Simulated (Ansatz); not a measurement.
**AlBrH2O (SMILES [OH][AlH][Br]): one structure at several levels**

A test off equilibrium: a structure displaced at random from a GFN2-xTB minimum is computed at several levels, and each is set against CCSD(T).

Computed with Ansatz 0.2.0, Gaussian basis. Level: single points in def2-TZVPP.

Cores are frozen in the correlated methods. Filled d shells of the heavier atoms are correlated.

## Step 1: The system as given

SMILES `[OH][AlH][Br]`, 5 atoms, charge 0, spin multiplicity 1.

Atoms are counted from 1 here; the program's logs count them from 0.

Bond lengths: O1–Al2 1.502 Å, O1–H4 0.937 Å, Al2–Br3 2.192 Å, Al2–H5 1.401 Å. Angles: Al2–O1–H4 164.2°, O1–Al2–Br3 125.8°, O1–Al2–H5 116.5°, Br3–Al2–H5 115.8°.

Geometry (Å):

```
O    -0.9406   -0.2966   -0.4654
Al    0.3170    0.1657    0.2129
Br    2.1360   -1.0255    0.4927
H    -1.8349   -0.4440   -0.7034
H     0.4610    1.5483    0.3852
```

## Step 2: CCSD(T)/def2-TZVPP

run/in.yaml

```yaml
crystal:
  periodic: [false, false, false]
  atoms:
    - {symbol: O, position_ang: [-0.940600, -0.296600, -0.465400]}
    - {symbol: Al, position_ang: [0.317000, 0.165700, 0.212900]}
    - {symbol: Br, position_ang: [2.136000, -1.025500, 0.492700]}
    - {symbol: H, position_ang: [-1.834900, -0.444000, -0.703400]}
    - {symbol: H, position_ang: [0.461000, 1.548300, 0.385200]}
basis:
  gaussian: {orbitals: def2-TZVPP}
correlation: {method: ccsd_t}
output: {forces: true}
```

No record of the launch command was kept for these runs.

## Step 3: PBE0-D4/def2-TZVPP

run/in.yaml, as its differences from that of step 2:

```diff
@@ -10,3 +10,3 @@
   gaussian: {orbitals: def2-TZVPP}
-correlation: {method: ccsd_t}
-output: {forces: true}
+hamiltonian: {xc: pbe0, dispersion: d4}
+output: {forces: true, orbitals: {seedname: orbitals}}
```

## Step 4: wB97M-V/def2-TZVPP

run/in.yaml, as its differences from that of step 3:

```diff
@@ -10,3 +10,3 @@
   gaussian: {orbitals: def2-TZVPP}
-hamiltonian: {xc: pbe0, dispersion: d4}
-output: {forces: true, orbitals: {seedname: orbitals}}
+hamiltonian: {xc: {name: wB97M-V}}
+output: {forces: true}
```

## Step 5: r2SCAN-D4/def2-TZVPP

run/in.yaml, as its differences from that of step 4:

```diff
@@ -10,3 +10,3 @@
   gaussian: {orbitals: def2-TZVPP}
-hamiltonian: {xc: {name: wB97M-V}}
+hamiltonian: {xc: r2scan, dispersion: d4}
 output: {forces: true}
```

## Step 6: PBE-D4/def2-TZVPP

run/in.yaml, as its differences from that of step 5:

```diff
@@ -10,3 +10,3 @@
   gaussian: {orbitals: def2-TZVPP}
-hamiltonian: {xc: r2scan, dispersion: d4}
+hamiltonian: {xc: pbe, dispersion: d4}
 output: {forces: true}
```

## Step 7: r2SCANh-D4/def2-TZVPP

run/in.yaml, as its differences from that of step 6:

```diff
@@ -10,3 +10,3 @@
   gaussian: {orbitals: def2-TZVPP}
-hamiltonian: {xc: pbe, dispersion: d4}
+hamiltonian: {xc: {name: r2SCANh}, dispersion: d4}
 output: {forces: true}
```

## Step 8: revPBE-D4/def2-TZVPP

run/in.yaml, as its differences from that of step 7:

```diff
@@ -10,3 +10,3 @@
   gaussian: {orbitals: def2-TZVPP}
-hamiltonian: {xc: {name: r2SCANh}, dispersion: d4}
+hamiltonian: {xc: {name: revPBE}, dispersion: d4}
 output: {forces: true}
```

(Steps that only read results are left out.)

**Question.** What will these runs give? Wanted: energy less free atoms, CCSD(T)/def2-TZVPP; RMS force component; RMS force error; HOMO and LUMO, PBE0-D4; T1 diagnostic.

As calculated:

| quantity | value |
| --- | --- |
| energy less free atoms, CCSD(T)/def2-TZVPP | -15.307 eV |
| RMS force component | 2.477 to 2.601 eV/Å over the methods |
| RMS force error | PBE0-D4 0.111, wB97M-V 0.070, r2SCAN-D4 0.090, PBE-D4 0.174, r2SCANh-D4 0.105, revPBE-D4 0.164 eV/Å |
| HOMO and LUMO, PBE0-D4 | -8.34 and -0.62 eV |
| T1 diagnostic | 0.008 |

Against CCSD(T) the functionals' energies less atoms differ by -0.527 to +0.208 eV, PBE-D4 by -0.297 eV. CCSD(T) in triple zeta still lacks some correlation energy of the bonds, so part of these gaps is its own basis error and they don't rank the functionals. The forces of wB97M-V come nearest to CCSD(T), those of PBE-D4 are farthest. Frozen-core CCSD(T) forces in triple zeta carry basis errors of their own, and this is one geometry, so small gaps rank nothing.
